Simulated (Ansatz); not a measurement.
**Carbon, diamond under BLYP: structure, energy and stiffness**

What does BLYP give for carbon in the diamond structure? We relax it, solve it on a dense k-mesh, then scale the cell to 7 volumes from 88 to 112 % of the relaxed one and try a fit of the equation of state. Spin polarisation is left out. The k-meshes are 8×8×8 for the relaxation; 14×14×14 for the dense run; 13×13×13 for the volumes. It starts from a deposited cell (COD).

Computed with Ansatz 0.2.0 (DFT BLYP, plane waves (420 eV) with PAW, scalar-relativistic; PBE-made PAW files, unless a step says otherwise).

### 1 The system as given

Symmetry: Fd-3m, No. 227, cubic system. The conventional cell has a = 3.567 Å, b = 3.567 Å, c = 3.567 Å, α = 90.00°, β = 90.00°, γ = 90.00°. Around C (site symmetry -43m) lie 4 C at 1.54 Å.

As a file:

```xyz
2
Lattice="0.0000 1.7834 1.7834 1.7834 0.0000 1.7834 1.7834 1.7834 0.0000" Properties=species:S:1:pos:R:3 pbc="T T T"
C     1.7834    1.7834    1.7834
C     2.6751    2.6751    2.6751
```

### 2 Relaxation of the cell

input.yaml reads:

```yaml
crystal:
  lattice:
    - [0.0, 1.7834, 1.7834]
    - [1.7834, 0.0, 1.7834]
    - [1.7834, 1.7834, 0.0]
  atoms:
    - { symbol: C, position: [0.5, 0.5, 0.5] }
    - { symbol: C, position: [0.75, 0.75, 0.75] }
hamiltonian:
  xc: blyp
  pseudopotentials:
    kind: paw
    azcp:
      C: "pseudopotentials/C.paw.azcp"
basis:
  ecutwfc: 420
  fft_grid_basis: typed
kpoints:
  mp_grid: { grid: [8, 8, 8], shift: [0, 0, 0] }
magnetization:
  spin_polarized: false
scf:
  occupations: { method: fermi_dirac, width: 0.05 }
relax:
  max_steps: 60
  f_tol: 0.01
  cell: {}
```

After this run come: The energy on a finer k-mesh; The cell scaled to 88 % of its volume; The cell scaled to 92 % of its volume; The cell scaled to 96 % of its volume; The cell scaled to 100 % of its volume; The cell scaled to 104 % of its volume; The cell scaled to 108 % of its volume; The cell scaled to 112 % of its volume.

Q: Predict the outcome of this session. Wanted: space group; conventional cell; volume; shortest distance; gap on the mesh; relative to graphite; V₀, B₀, B₀′.

As calculated:

| quantity | value |
| --- | --- |
| space group (spins left aside) | Fd-3m (No. 227) |
| conventional cell | a = 3.597 Å |
| volume | 5.820 Å³/atom |
| shortest distance | 1.558 Å |
| against the deposited volume | +2.6 % (5.672 Å³/atom) |
| gap on the mesh | 4.38 eV |
| relative to graphite | +309 meV/atom |
| V₀, B₀, B₀′ | 5.820 Å³/atom, 406 GPa, 3.8 |

What this shows: The volume comes out 2.6 % larger than measured. This functional tends to bind solids too weakly. The deposited cell holds zero-point motion and, unless taken cold, thermal expansion, so the miss against a static lattice is larger still. It lies 309 meV/atom above the element's reference form at the same level (graphite, from a run of its own). It has a gap of 4.38 eV on the mesh. A gap read on the mesh alone is an upper bound to the gap of this level of theory. The fitted modulus is 406 GPa, among the stiffest elements. The symmetry was held, so the structure may be unstable against distortions that break it.
